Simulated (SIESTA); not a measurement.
Crystal: TaWC2.

```
W Ta C
1.0
     1.57186    0.90751    5.10162
    -1.57186    0.90751    5.10162
     0.00000   -1.81502    5.10162
W Ta C
1 1 2
Direct
  0.00000 0.00000 0.00000
  0.50000 0.50000 0.50000
  0.25093 0.25093 0.25093
  0.74907 0.74907 0.74907
```

The cell comes from a database or a generator and needn't be the stable form of this composition.

Base run:

```yaml
Program: SIESTA 5.4.2
Functional: PBEsol
Potentials_or_basis: PseudoDojo 0.4 standard (PBEsol files)
Basis: DZP (energy shift 0.003 Ry; two zetas on semicore shells)
Grid_cutoff: 800 Ry
Energy_shift: 0.003 Ry
k_mesh: 10 × 10 × 10
Occupations: fermi-dirac, width 0.05 eV
Spin: no spin polarisation
```

Its results: band gap on the k mesh none (metal or under the smearing width); pressure -4.6 GPa; largest force 0.035 eV/Å.

The run is repeated on the same cell with these changes: functional from PBEsol to LDA; potentials or basis from PseudoDojo 0.4 standard (PBEsol files) to PseudoDojo 0.4 standard (LDA files). What comes out?

Band gap on the k mesh none (metal or under the smearing width); pressure -11.4 GPa; largest force 0.038 eV/Å.

Caveats: short orbitals over semicore shells can move pressures by several GPa; the basis of atomic orbitals isn't converged, which shifts pressures, moduli and gaps; spin-orbit coupling is left out, which moves the levels of the heavy elements (some runs).
